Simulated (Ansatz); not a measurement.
# Ta4O: tests of the settings

This session on Ta4O sets out to sweep the occupation rule and width.

Computed with Ansatz 0.2.0 (DFT PBEsol, scalar-relativistic, plane waves, PAW, unless a step's input says otherwise).

1 further run of the same task is left out (set aside as unsound or not needed).

## (1) Starting point

The structure is tetragonal, space group P4/mmm (No. 123). The conventional cell has a = 3.257 Å, b = 3.257 Å, c = 7.409 Å, α = 90.00°, β = 90.00°, γ = 90.00°. Ta (site symmetry 4/mmm) has 4 O at 2.30 Å as nearest neighbours. Ta (site symmetry 4mm) is surrounded by 1 O at 2.10 Å. Ta (site symmetry 4/mmm) is surrounded by 8 Ta at 2.81 Å. Around O (site symmetry 4/mmm) lie 6 Ta at 2.10 to 2.30 Å.

Structure file:

```cif
data_structure
_symmetry_space_group_name_H-M 'P 1'
_symmetry_Int_Tables_number 1
_cell_length_a 3.2575
_cell_length_b 3.2575
_cell_length_c 7.4093
_cell_angle_alpha 90.000
_cell_angle_beta 90.000
_cell_angle_gamma 90.000
_cell_volume 78.62
loop_
_atom_site_label
_atom_site_type_symbol
_atom_site_fract_x
_atom_site_fract_y
_atom_site_fract_z
_atom_site_occupancy
Ta1 Ta 0.00000 0.00000 0.50000 1
Ta2 Ta 0.50000 0.50000 0.78316 1
Ta3 Ta 0.50000 0.50000 0.21684 1
Ta4 Ta 0.00000 0.00000 0.00000 1
O1 O 0.50000 0.50000 0.50000 1
```

Source of the structure: the Materials Project (structure only). It is taken as it stands there.

## (2) The base input

File input.yaml:

```yaml
crystal:
  lattice:
    - [3.257497, 0.0, 0.0]
    - [0.0, 3.257497, 0.0]
    - [0.0, 0.0, 7.409341]
  atoms:
    - { symbol: Ta, position: [0.0, 0.0, 0.5] }
    - { symbol: Ta, position: [0.5, 0.5, 0.783158] }
    - { symbol: Ta, position: [0.5, 0.5, 0.216842] }
    - { symbol: Ta, position: [0.0, 0.0, 0.0] }
    - { symbol: O, position: [0.5, 0.5, 0.5] }
basis:
  ecutwfc: 420
kpoints:
  mp_grid: { grid: [12, 12, 6] }
hamiltonian:
  xc: pbesol
scf:
  occupations: { method: gaussian, width: 0.1 }
output:
  forces: true
  stress: true
  eigenvalues: true
  populations: true
  write_density: true
  write_potential: true
  elf: true
  volumetric_format: npy
```

Its results, from an earlier run: -7957.4753 eV/atom at zero smearing, pressure -8.16 GPa, largest force 0.094 eV/Å, no gap on the mesh, in 8 SCF cycles and 27 s.

## (3) Occupation rule and width set to Gaussian 0.01 eV

File input.yaml:

```yaml
crystal:
  lattice:
    - [3.257497, 0.0, 0.0]
    - [0.0, 3.257497, 0.0]
    - [0.0, 0.0, 7.409341]
  atoms:
    - { symbol: Ta, position: [0.0, 0.0, 0.5] }
    - { symbol: Ta, position: [0.5, 0.5, 0.783158] }
    - { symbol: Ta, position: [0.5, 0.5, 0.216842] }
    - { symbol: Ta, position: [0.0, 0.0, 0.0] }
    - { symbol: O, position: [0.5, 0.5, 0.5] }
basis:
  ecutwfc: 420
kpoints:
  mp_grid: { grid: [12, 12, 6] }
hamiltonian:
  xc: pbesol
scf:
  occupations: { method: gaussian, width: 0.01 }
output:
  forces: true
  stress: true
  eigenvalues: true
```

On the command line:

```bash
ansatz run input.yaml --threads 1 --pin off --max-ram 2560MiB --backend cpu --events-out ev --progress --plain --runs-dir out
```

## (4) Occupation rule and width: Gaussian 0.3 eV

Changes to input.yaml since step 3:

```diff
@@ -18,3 +18,3 @@
 scf:
-  occupations: { method: gaussian, width: 0.01 }
+  occupations: { method: gaussian, width: 0.3 }
 output:
```

## (5) Occupation rule and width set to Fermi–Dirac 0.01 eV

Changes to input.yaml since step 4:

```diff
@@ -18,3 +18,3 @@
 scf:
-  occupations: { method: gaussian, width: 0.3 }
+  occupations: { method: fermi_dirac, width: 0.01 }
 output:
```

## (6) Occupation rule and width: Fermi–Dirac 0.1 eV

Changes to input.yaml since step 5:

```diff
@@ -18,3 +18,3 @@
 scf:
-  occupations: { method: fermi_dirac, width: 0.01 }
+  occupations: { method: fermi_dirac, width: 0.1 }
 output:
```

## (7) Occupation rule and width set to Methfessel–Paxton 0.3 eV

Changes to input.yaml since step 6:

```diff
@@ -18,3 +18,3 @@
 scf:
-  occupations: { method: fermi_dirac, width: 0.1 }
+  occupations: { method: methfessel_paxton, width: 0.3 }
 output:
```

## (8) Occupation rule and width set to Methfessel–Paxton 0.5 eV

Changes to input.yaml since step 7:

```diff
@@ -18,3 +18,3 @@
 scf:
-  occupations: { method: methfessel_paxton, width: 0.3 }
+  occupations: { method: methfessel_paxton, width: 0.5 }
 output:
```

## (9) Occupation rule and width set to cold 0.02 eV

Changes to input.yaml since step 8:

```diff
@@ -18,3 +18,3 @@
 scf:
-  occupations: { method: methfessel_paxton, width: 0.5 }
+  occupations: { method: cold, width: 0.02 }
 output:
```

## (10) Occupation rule and width: cold 0.1 eV

Changes to input.yaml since step 9:

```diff
@@ -18,3 +18,3 @@
 scf:
-  occupations: { method: cold, width: 0.02 }
+  occupations: { method: cold, width: 0.1 }
 output:
```

## (11) Occupation rule and width set to cold 0.2 eV

Changes to input.yaml since step 10:

```diff
@@ -18,3 +18,3 @@
 scf:
-  occupations: { method: cold, width: 0.1 }
+  occupations: { method: cold, width: 0.2 }
 output:
```

## (12) Occupation rule and width: cold 0.3 eV

Changes to input.yaml since step 11:

```diff
@@ -18,3 +18,3 @@
 scf:
-  occupations: { method: cold, width: 0.2 }
+  occupations: { method: cold, width: 0.3 }
 output:
```

## (13) Occupation rule and width set to cold 0.5 eV

Changes to input.yaml since step 12:

```diff
@@ -18,3 +18,3 @@
 scf:
-  occupations: { method: cold, width: 0.3 }
+  occupations: { method: cold, width: 0.5 }
 output:
```

## (14) Occupation rule and width: tetrahedron

Changes to input.yaml since step 13:

```diff
@@ -18,3 +18,3 @@
 scf:
-  occupations: { method: cold, width: 0.5 }
+  occupations: { method: tetrahedron }
 output:
```

(Steps that only read results are left out.)

Q: Predict the outcome of the series: the values and the trend.

**Answer**, as computed:

| quantity | value |
| --- | --- |
| largest energy shift, occupation rule and width | 0.94 meV/atom at Gaussian 0.3 |

**Reading.** Smearing shifts the free energy by as much as 9.33 meV/atom (cold 0.5); extrapolating to zero width leaves 0.94 at most. For the widths that shift F most, the extrapolation takes out most of the shift. In a metal, forces and stress under tetrahedra need not match the slope of their energy. The listed cell is far from this method's equilibrium (-8.2 GPa, forces up to 0.09 eV/Å), so its values are not those of the relaxed crystal. The runs treat Ta without spin-orbit coupling.
